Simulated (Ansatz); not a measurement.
# Re: a single-point run

Aim: a sound single-point run of Re.

This is Re in the fcc structure; at room conditions it is hcp.

Method: DFT, LDA, all-electron LAPW, scalar-relativistic; levels and slopes on a fine mesh, independent-particle optical spectra, in Ansatz 0.2.0.

## (1) The starting structure

It takes space group Fm-3m (No. 225, cubic). The conventional cell has a = 3.089 Å, b = 3.089 Å, c = 3.089 Å, α = 90.00°, β = 90.00°, γ = 90.00°. Around Re (site symmetry m-3m) lie 12 Re at 2.18 Å.

As a file:

```xyz
1
Lattice="0.0000 1.5444 1.5444 1.5444 0.0000 1.5444 1.5444 1.5444 0.0000" Properties=species:S:1:pos:R:3 pbc="T T T"
Re    0.0000    0.0000    0.0000
```

## (2) The calculation

File input.yaml:

```yaml
crystal:
  lattice:
    - [0.0, 1.54438388, 1.54438388]
    - [1.54438388, 0.0, 1.54438388]
    - [1.54438388, 1.54438388, 0.0]
  atoms:
    - { symbol: Re, position: [0.0, 0.0, 0.0] }
kpoints:
  mp_grid: { grid: [18, 18, 18] }
scf:
  occupations: { method: fermi_dirac, width: 0.08 }
  max_iter: 60
hamiltonian:
  xc: lda
  pseudopotentials: { kind: all_electron, lapw: { basis_error: 0.001 } }
output:
  forces: true
  stress: true
  eigenvalues: true
  eigenstates:
    nscf_kmesh: { grid: [24, 24, 24] }
    de_dk: true
    e_range: [-14, 14]
  optics:
    e_range: [0, 30]
    de: 0.2
    sigma: 0.2
    bands: { spectra_wanted_up_to: 30 }
    nscf_kmesh: { grid: [24, 24, 24] }
    drude_damping: 0.1
checkpoint:
  write: ck
  write_wavefunctions: false
```

Command:

```sh
$ ansatz run input.yaml --threads 1 --pin off --max-ram 3072MiB --backend cpu --events-out ev --progress --plain --runs-dir out
```

Q: Will this input give a usable result? If not, why, and what should change?

The run converged and reported no error, with warnings (optics on partly filled bands). It gives a pressure of 1058 GPa, which is large; a structure far from rest gives such values too, whatever the setting.

All distances are much too short, so cores begin to overlap. The shortest distance in the input is 2.18 Å.

The cure: use the intended lattice or bond lengths.
